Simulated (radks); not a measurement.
# Ionisation of Cd: one atom, several choices of exchange strength α

An exercise on one series of results from a longer session: the logs are not shown, and one member is left open.

Method: scalar-relativistic Kohn-Sham, spin-polarised, spherical densities, finite nucleus; open shells are filled with parallel spins first. Code: radks (a radial shooting solver on a logarithmic mesh, Libxc functionals) version 1.

## The system

- element: cadmium (Z = 48)
- charge: 0
- electrons: 48
- configuration: [Kr] 4d10 5s2
- ion: Cd⁺, [Kr] 4d10 5s1
- choices: α = 0.667; α = 0.733; α = 0.826; α = 0.858; α = 0.874; α = 0.917; α = 0.984

The outer shells:

Cd
```
[Kr] core
4d [↑↓][↑↓][↑↓][↑↓][↑↓]
5s [↑↓]
```

Cd⁺
```
[Kr] core
4d [↑↓][↑↓][↑↓][↑↓][↑↓]
5s [↑ ]
```

Set-up of the first run:

The run's settings:

```text
Z 48
configuration [Kr] 4d10 5s2
relativity scalar-relativistic
functional xalpha 0.667
spin polarised
nucleus finite rms 4.6087 fm
c 137.035999084
```

Steps of the session up to this table: α = 0.667: Cd.

One of the session's tables, all rows but one given; the rest of the session is left out.

It belongs to the step «α = 0.667: Cd». Sizes of the orbitals, from the radial functions (bohr):

```
level     <r>  outermost maximum (interpolated)  90 % within  nodes
   2p  0.1149                            0.0890        0.187      0
   3s       ?                                 ?            ?      ?
   3p  0.3576                             0.317        0.538      1
   3d  0.3350                             0.265        0.530      0
   4s  0.8787                             0.794         1.28      3
   4p  0.9602                             0.844         1.42      2
   4d   1.298                             0.982         2.09      1
   5s   2.929                              2.34         4.48      4
```

**Question.** Estimate the row for 3s.

As computed: <r>: 0.3590; outermost maximum (interpolated): 0.324; 90 % within: 0.529; nodes: 2. In the column «<r>» it lies between 3p (0.3576) and 4s (0.8787).
